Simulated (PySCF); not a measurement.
# AgCd (CdAg): the cost of one run

Programs: PySCF 2.14.0, with routines of our own; each step states its level. All values are computed. Atoms count from 0.

## (1) The starting structure

2 atoms, charge 0, multiplicity 2; geometry from: GFN2-xTB.

## (2) Optimising the geometry at PBE0-D3(BJ)/def2-SVP

The job: settings as JSON, then the geometry in Å.

```
{"job": {"xc": "PBE0", "basis": "def2-SVP", "d3": "d3bj", "grid": 1, "maxiter": 30, "shake": 0.01, "kind": "geom"}, "charge": 0, "multiplicity": 2}
Ag     1.376140    -0.028750     0.001700
Cd    -1.358650    -0.000070    -0.013820
```

The run is started by

```bash
OMP_NUM_THREADS=1 python heavy_run.py task.json out
```

The driver reads the jobs from task.json and runs them one after another.

Q: Estimate the wall time and peak memory of this first job on 1 thread of Arm Neoverse V2, shared host.

About 10 s, with a peak of 0.29 GiB.
